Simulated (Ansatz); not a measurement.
# C₆H₁₆BN: vertical ionisation energy

How much energy removes an electron from C₆H₁₆BN at fixed geometry? The cation is run at each level and the neutral's energy taken from earlier runs.

Program: Ansatz 0.2.0, Gaussian basis. Level of theory: unrestricted cation, the program's frozen cores in correlated methods. These are calculated values, not measurements.

Plan: UKS PBE-D4/def2-TZVPP; UKS r2SCAN-D4/def2-TZVPP; UKS PBE0-D4/def2-TZVPP; UKS B3LYP-D4/def2-TZVPP; UKS wB97X-V/def2-TZVPP; UKS wB97M-V/def2-TZVPP; UKS B2PLYP/def2-TZVPP; UHF-CCSD(T)/def2-TZVPP; UHF-MP2/def2-QZVPP; extrapolation to the limit; then −ε(HOMO) from the neutral's earlier runs with LDA (SPW92), PBE-D4, revPBE-D4, BLYP-D4, r2SCAN-D4, B97M-V, PBE0-D4, B3LYP-D4, r2SCANh-D4, r2SCAN0-D4, HSE06-D4, BHLYP-D4, CAM-B3LYP-D4, LC-ωPBE, ωB97X-V, ωB97M-V.

## Step 1: The geometry

The geometry comes from an earlier relaxation with PBE0-D4 in a triple-zeta def2 set; it is a stationary point, not always the lowest conformer.

SMILES `BN(C(C)C)C(C)C`, 24 atoms, charge 0, spin multiplicity 1.

Atoms are counted from 1 here; the program's logs count them from 0.

Bond lengths: B1–N2 1.385 Å, B1–H9 1.198 Å, B1–H10 1.198 Å, N2–C3 1.464 Å, N2–C6 1.471 Å, C3–C4 1.522 Å, C3–C5 1.522 Å, C3–H11 1.093 Å, C4–H12 1.093 Å, C4–H13 1.092 Å, C4–H14 1.092 Å, C5–H15 1.093 Å, C5–H16 1.092 Å, C5–H17 1.092 Å, C6–C7 1.521 Å, C6–C8 1.521 Å, C6–H18 1.094 Å, C7–H19 1.093 Å and more. Angles: N2–B1–H9 119.0°, N2–B1–H10 120.1°, H9–B1–H10 120.9°, B1–N2–C3 121.4°, B1–N2–C6 122.3°, C3–N2–C6 116.2°, N2–C3–C4 112.1°, N2–C3–C5 112.2°, N2–C3–H11 104.9°, C4–C3–C5 111.7°, C4–C3–H11 107.7°, C5–C3–H11 107.7°, C3–C4–H12 112.0°, C3–C4–H13 110.1°, C3–C4–H14 110.7°, H12–C4–H13 107.3°, H12–C4–H14 108.3°, H13–C4–H14 108.3° and more.

Geometry (Å):

```xyz
24
charge 0, multiplicity 1
B     0.4818   -1.9346    0.5387
N     0.0701   -0.6949    0.0798
C    -0.9043   -0.5675   -1.0056
C    -0.3108    0.1102   -2.2330
C    -2.1860    0.1158   -0.5492
C     0.5785    0.5630    0.6478
C     0.1981    0.7063    2.1132
C     2.0787    0.7020    0.4416
H     0.0275   -2.9212    0.0323
H     1.2798   -2.0112    1.4284
H    -1.1548   -1.5948   -1.2813
H    -0.0389    1.1504   -2.0348
H    -1.0379    0.1135   -3.0483
H     0.5824   -0.4183   -2.5716
H    -2.0149    1.1567   -0.2619
H    -2.9190    0.1178   -1.3592
H    -2.6198   -0.4079    0.3048
H     0.0948    1.3772    0.1010
H     0.5300    1.6720    2.5028
H     0.6654   -0.0810    2.7083
H    -0.8834    0.6352    2.2444
H     2.3358    0.6255   -0.6167
H     2.6136   -0.0836    0.9793
H     2.4284    1.6687    0.8126
```

## Step 2: Cation, UKS PBE-D4/def2-TZVPP

The input, in.yaml:

```yaml
crystal:
  periodic: [false, false, false]
  atoms:
    - {symbol: B, position_ang: [0.481827, -1.934597, 0.538662]}
    - {symbol: N, position_ang: [0.070134, -0.694858, 0.079818]}
    - {symbol: C, position_ang: [-0.904295, -0.567539, -1.005611]}
    - {symbol: C, position_ang: [-0.310809, 0.110214, -2.232967]}
    - {symbol: C, position_ang: [-2.185997, 0.115786, -0.549206]}
    - {symbol: C, position_ang: [0.578475, 0.563028, 0.647769]}
    - {symbol: C, position_ang: [0.198060, 0.706348, 2.113155]}
    - {symbol: C, position_ang: [2.078702, 0.702040, 0.441590]}
    - {symbol: H, position_ang: [0.027459, -2.921151, 0.032251]}
    - {symbol: H, position_ang: [1.279806, -2.011227, 1.428387]}
    - {symbol: H, position_ang: [-1.154785, -1.594754, -1.281257]}
    - {symbol: H, position_ang: [-0.038946, 1.150442, -2.034844]}
    - {symbol: H, position_ang: [-1.037880, 0.113475, -3.048308]}
    - {symbol: H, position_ang: [0.582394, -0.418299, -2.571551]}
    - {symbol: H, position_ang: [-2.014874, 1.156658, -0.261859]}
    - {symbol: H, position_ang: [-2.919040, 0.117826, -1.359167]}
    - {symbol: H, position_ang: [-2.619760, -0.407903, 0.304829]}
    - {symbol: H, position_ang: [0.094812, 1.377242, 0.101028]}
    - {symbol: H, position_ang: [0.530004, 1.672004, 2.502764]}
    - {symbol: H, position_ang: [0.665382, -0.080969, 2.708306]}
    - {symbol: H, position_ang: [-0.883420, 0.635235, 2.244448]}
    - {symbol: H, position_ang: [2.335821, 0.625508, -0.616691]}
    - {symbol: H, position_ang: [2.613626, -0.083553, 0.979260]}
    - {symbol: H, position_ang: [2.428406, 1.668747, 0.812593]}
basis:
  gaussian: {orbitals: def2-TZVPP}
total_charge: 1
magnetization: {spin_polarized: true, initial_magnetization: 1}
hamiltonian: {xc: pbe, dispersion: d4}
```

After this run come: Cation, UKS r2SCAN-D4/def2-TZVPP; Cation, UKS PBE0-D4/def2-TZVPP; Cation, UKS B3LYP-D4/def2-TZVPP; Cation, UKS wB97X-V/def2-TZVPP; Cation, UKS wB97M-V/def2-TZVPP; Cation, UKS B2PLYP (frozen core)/def2-TZVPP; Cation, UHF-CCSD(T)/def2-TZVPP; Cation, UHF-MP2/def2-QZVPP.

Q: Predict the results of all the runs planned. Wanted: ionisation energy, CCSD(T)/CBS; nearest functional by difference; nearest −ε(HOMO); −ε(HOMO) of PBE; T1 of the cation.

**Answer**, as computed:

| quantity | value |
| --- | --- |
| ionisation energy, CCSD(T)/CBS | 9.29 eV |
| nearest functional by difference | ωB97M-V (-0.17 eV) |
| nearest −ε(HOMO) | ωB97M-V (+0.25 eV) |
| −ε(HOMO) of PBE | 6.02 eV |
| T1 of the cation | 0.019 |

**Reading.** Energy differences with functionals land within 0.45 eV of the reference. −ε(HOMO) of PBE misses by 3.3 eV, since self-interaction lifts the level. Among orbital estimates ωB97M-V comes nearest. Hartree-Fock falls 1.51 eV short, as the neutral has more correlation energy than the cation.
